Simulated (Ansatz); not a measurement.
# TaN: the cost of one run

Computed with Ansatz 0.2.0 (DFT LDA, scalar-relativistic, unless a step's input says otherwise).

### 1 The structure to begin with

Symmetry: P-6m2, No. 187, hexagonal system. Conventional cell: a = 2.938 Å, b = 2.938 Å, c = 2.883 Å, α = 90.00°, β = 90.00°, γ = 120.00°. Ta (site symmetry -6m2) has 6 N at 2.23 Å as nearest neighbours. N (site symmetry -6m2) has 6 Ta at 2.23 Å as nearest neighbours.

Coordinates:

```
Ta N
1.0
     2.93800    0.00000    0.00000
    -1.46900    2.54438    0.00000
     0.00000    0.00000    2.88300
Ta N
1 1
Direct
  0.33333 0.66667 0.50000
  0.00000 0.00000 0.00000
```

The geometry is a database entry used as it stands. It may stem from high pressure or temperature, or be incomplete, so it serves as a test cell.

Atoms are numbered in the order of the input: Ta1, N2.

### 2 Volume × 0.94, LAPW

input.yaml reads:

```yaml
crystal:
  lattice:
    - [2.8780228691, 0.0, 0.0]
    - [-1.4390114346, 2.4924409174, 0.0]
    - [0.0, 0.0, 2.8241467514]
  atoms:
    - { symbol: Ta, position: [0.3333333333, 0.6666666667, 0.5] }
    - { symbol: "N", position: [0.0, 0.0, 0.0] }
kpoints:
  mp_grid: { grid: [12, 12, 10] }
  band_path:
    path:
      - [0.0, 0.0, 0.0]
      - [0.5, 0.0, 0.0]
      - [0.3333333333, 0.3333333333, 0.0]
      - [0.0, 0.0, 0.0]
      - [0.0, 0.0, 0.5]
      - [0.5, 0.0, 0.5]
      - [0.3333333333, 0.3333333333, 0.5]
      - [0.0, 0.0, 0.5]
      - [0.5, 0.0, 0.5]
    npoints: 5
scf:
  occupations: { method: fermi_dirac, width: 0.02 }
hamiltonian:
  xc: lda
  pseudopotentials: { kind: all_electron, lapw: { basis_error: 0.00025 } }
output:
  forces: true
  stress: true
  eigenvalues: true
```

Run with:

```
$ ansatz run input.yaml --threads 1 --pin off --max-ram 3072MiB --backend cpu --events-out ev --progress --plain --runs-dir out
```

**Question.** How long does this run take on 1 thread of Intel Xeon Platinum 8488C (Sapphire Rapids), shared host, and how much memory does it need?

About 59 s, with a peak of 0.53 GiB.
